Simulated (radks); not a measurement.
# Ga³⁺ in [Ar] 3d10: an all-electron calculation

An exercise on one series of results from a longer session: the logs are not shown, and one member is left open.

The numbers are computed with radks (a radial shooting solver on a logarithmic mesh, Libxc functionals) version 1 (Dirac Kohn-Sham, Wu-Cohen GGA, spin-unpolarised, spherical densities, finite nucleus), except any that are marked as measured or tabulated.

## What is computed

| Quantity | Value |
| --- | --- |
| element | gallium (Z = 31) |
| charge | +3 |
| electrons | 28 |
| configuration | [Ar] 3d10 |
| nuclear rms radius | 3.9973 fm |

Outer shells as boxes (Hund's rule):

Ga³⁺
```
[Ar] core
3d [↑↓][↑↓][↑↓][↑↓][↑↓]
```

The first run:

Input:

```text
Z 31
configuration [Ar] 3d10 4s0 4p0 4d0 4f0
relativity Dirac
functional wc,pbe
spin unpolarised
j_filling average
nucleus finite rms 3.9973 fm
c 137.035999084
```

Command:

```console
> python run_ks.py task.json out
```

The same process makes all the runs of this session.

One of the session's tables, all rows but one given; the rest of the session is left out.

From the orbitals of this run (lengths in bohr):

| level | <r> | outermost maximum (interpolated) | 90 % within | nodes |
| --- | --- | --- | --- | --- |
| 1s1/2 | 0.04861 | 0.0318 | 0.0869 | 0 |
| 2s1/2 | 0.2177 | 0.183 | 0.337 | 1 |
| 2p1/2 | 0.1883 | 0.144 | 0.308 | 0 |
| 2p3/2 | 0.1918 | 0.147 | 0.313 | 0 |
| 3s1/2 | 0.6522 | 0.565 | 0.977 | 2 |
| 3p1/2 | 0.6717 | 0.562 | 1.04 | 1 |
| 3p3/2 | 0.6824 | 0.570 | 1.05 | 1 |
| 3d3/2 | ? | ? | ? | ? |
| 3d5/2 | 0.7887 | 0.534 | 1.34 | 0 |
| 4s1/2 | 1.956 | 1.71 | 2.87 | 3 |
| 4p1/2 | 2.267 | 1.98 | 3.35 | 2 |
| 4p3/2 | 2.293 | 2.00 | 3.38 | 2 |

Estimate the missing values for 3d3/2.

**Answer.** <r>: 0.7835; outermost maximum (interpolated): 0.531; 90 % within: 1.34; nodes: 0. In the column «<r>» it lies between 3p3/2 (0.6824) and 3d5/2 (0.7887).
